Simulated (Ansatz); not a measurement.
# F2GeH with multiplicity 2: molecular dynamics

The plan is to follow the molecule's vibrations and see whether its bonds hold. The start is relaxed first. Runs: 300 steps of 1 fs at constant energy, with velocities drawn for 500 K. SMILES of the start: [F][GeH][F].

All numbers below are computed with Ansatz 0.2.0 (UKS PBE/def2-SVP).

### Step 1. The system as given

Bond lengths: F1–Ge2 1.748 Å, Ge2–F3 1.774 Å, Ge2–H4 1.556 Å. Angles: F1–Ge2–F3 109.5°, F1–Ge2–H4 112.4°, F3–Ge2–H4 110.5°.

As a file:

```xyz
4

F    -0.2185   -0.0492    1.6278
Ge    0.4107   -0.0557   -0.0026
F    -0.4318   -1.2910   -0.9564
H     0.2951    1.3356   -0.6890
```

### Step 2. Relaxing the start

The input, input.yaml:

```yaml
crystal:
  periodic: [false, false, false]
  atoms:
    - { symbol: F, position_ang: [-0.2185, -0.0492, 1.6278] }
    - { symbol: Ge, position_ang: [0.4107, -0.0557, -0.0026] }
    - { symbol: F, position_ang: [-0.4318, -1.291, -0.9564] }
    - { symbol: H, position_ang: [0.2951, 1.3356, -0.689] }
magnetization:
  spin_polarized: true
  initial_magnetization: 1
basis:
  gaussian: { orbitals: def2-SVP }
hamiltonian:
  xc: pbe
relax:
  f_tol: 0.02
  max_steps: 40
```

Launch:

```console
> ansatz run input.yaml --threads 1 --pin off --max-ram 2048MiB --backend cpu --events-out ev --progress --plain --runs-dir out
```

The runs that follow: The run.

Before running it: what results should come out? Wanted: relaxation of the start; temperature, first and last step; temperature, second half; potential energy, second half; largest change of the total energy; bonds formed or broken.

**Answer**, as computed:

| quantity | value |
| --- | --- |
| relaxation of the start | 5 moves, 0.092 eV lower |
| length | 300 steps of 1 fs |
| temperature, first and last step | 500 and 239 K |
| temperature, second half | mean 241 K, from 96 to 447 K |
| potential energy, second half | +17 meV/atom from the start |
| largest change of the total energy | 0.06 meV/atom |
| bonds formed or broken | 0 |

What this shows: The temperature starts at 500 K and averages 241 K in the second half, where it ranges from 96 to 447 K. About half is expected from a start at a minimum: kinetic energy passes into potential energy until both shares match. The total energy strays from its start by at most 0.06 meV/atom, 0.4 % of the mean kinetic energy, so a step of 1 fs is short enough over this time. No bond forms or breaks. 300 fs on 4 atoms is far too short and small for converged averages.
